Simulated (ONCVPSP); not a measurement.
**Pseudopotential generation for Os: ONCV, PBEsol**

Do these settings give a usable potential? It is generated, then checked for transferability, scattering, ghosts and hardness.

The numbers are computed with ONCVPSP 4.0.1.1 (patched build) (PBEsol, scalar-relativistic, spin-unpolarised reference atom).

## (1) Settings

Typed settings, in words:

```
element                 : osmium (Os, Z = 76)
type                    : optimised norm-conserving Vanderbilt (ONCV)
frozen core             : [Kr] 4d10 4f14
valence charge          : 16
reference configuration : 5s2 5p6 5d6 6s2
partial waves           : 5s+6s: rc 1.85 bohr, ncon 4, nbas 7, qcut 8 1/bohr, 2 projectors; 5p: rc 1.30 bohr, ncon 4, nbas 7, qcut 5.5 1/bohr, 2 projectors, debl 1.1 Ha; 5d: rc 2.45 bohr, ncon 4, nbas 8, qcut 5.4 1/bohr, 2 projectors, debl 2.4 Ha
local potential         : polynomial inside 1.20 bohr (lpopt 5, dvloc0 0 Ha)
core correction         : polynomial model core, fcfact 0.7
```

The nodes and maxima of the atom's own shells, from an earlier all-electron run, set the scale for the radii.

All-electron outer shells of the reference configuration (PBEsol, scalar-relativistic, ld1.x):

```json
{"shell": "5s", "level (eV)": "-91.60", "outermost node (bohr)": "0.51", "outermost maximum (bohr)": "0.91"}
{"shell": "4f", "level (eV)": "-52.02", "outermost node (bohr)": "–", "outermost maximum (bohr)": "0.40"}
{"shell": "5p", "level (eV)": "-50.86", "outermost node (bohr)": "0.55", "outermost maximum (bohr)": "1.03"}
{"shell": "5d", "level (eV)": "-6.29", "outermost node (bohr)": "0.60", "outermost maximum (bohr)": "1.36"}
{"shell": "6s", "level (eV)": "-6.19", "outermost node (bohr)": "1.20", "outermost maximum (bohr)": "2.48"}
{"shell": "6p", "level (eV)": "-1.23", "outermost node (bohr)": "1.44", "outermost maximum (bohr)": "3.51"}
```

## (2) Generation

Contents of Os.dat:

```
# ATOM AND REFERENCE CONFIGURATION
# atsym  z   nc   nv     iexc    psfile
  Os 76.00   10    4  -116133      upf
#
#   n    l    f
    1    0    2.00
    2    0    2.00
    2    1    6.00
    3    0    2.00
    3    1    6.00
    3    2   10.00
    4    0    2.00
    4    1    6.00
    4    2   10.00
    4    3   14.00
    5    0    2.00
    5    1    6.00
    5    2    6.00
    6    0    2.00
#
# PSEUDOPOTENTIAL AND OPTIMIZATION
# lmax
    2
#
#   l,   rc,      ep,       ncon, nbas, qcut
    0    1.85    0.00    4    7    8.00
    1    1.30    0.00    4    7    5.50
    2    2.45    0.00    4    8    5.40
#
# LOCAL POTENTIAL
# lloc, lpopt,  rc(5),   dvloc0
    4    5    1.20    0.00
#
# VANDERBILT-KLEINMAN-BYLANDER PROJECTORs
# l, nproj, debl
    0    2    0.60
    1    2    1.10
    2    2    2.40
#
# MODEL CORE CHARGE
# icmod, fcfact, rcfact
    1    0.70    0.00
#
# LOG DERIVATIVE ANALYSIS
# epsh1, epsh2, depsh
   -5.00    5.00    0.04
#
# OUTPUT GRID
# rlmax, drl
    6.00    0.01
#
# TEST CONFIGURATIONS
# ncnf
    4
# nvcnf
#   n    l    f
    4
    5    0    2.00
    5    1    6.00
    5    2    6.00
    6    0    1.00
#
    4
    5    0    2.00
    5    1    6.00
    5    2    6.00
    6    0    0.00
#
    4
    5    0    2.00
    5    1    6.00
    5    2    5.00
    6    0    0.00
#
    4
    5    0    2.00
    5    1    5.00
    5    2    6.00
    6    0    2.00
#
```

The run is started by

```bash
oncvpsp.x < Os.dat > Os.out
```

What does the calculation give? Wanted: cutoffs for 1 and 0.1 mHa per electron, occupied waves; bound ghosts; GHOST(+) flags; largest test error; largest phase difference near zero energy, channels read; rms error of d²Exc/dn², without and with the model core; projector energies reset by the program.

The runs gave:

```
                                                quantity                          value
  cutoffs for 1 and 0.1 mHa per electron, occupied waves                78 Ha and 92 Ha
                                            bound ghosts                     none found
                                          GHOST(+) flags                    s at 132 eV
                            largest test error (AE − PS)  -188 meV, for 5s2 5p5 5d6 6s2
largest phase difference near zero energy, channels read                      0.001 rad
 rms error of d²Exc/dn², without and with the model core              7.18 and 1.62 mHa
                 projector energies reset by the program            p: -1.869, 0.250 Ha
```

In words: By total energies transferability is poor: the largest error is 188 meV on 57.0 eV, for 5s2 5p5 5d6 6s2. That test lies far up in energy; among those under 40 eV, nearer to bonding, the largest error is 15 meV. It counts as very hard, with 78 Ha needed at the looser tolerance. At the looser tolerance the 5p wave is the slowest; 5s needs 19 Ha. It is free of bound ghosts as far as tested. Near zero energy the phases of the channels with partial waves agree within 0.001 rad. The program also flags highly localised states, GHOST(+) (s). Note that the frozen 4f shell (-52 eV) lies higher than the valence 5s shell (-92 eV).
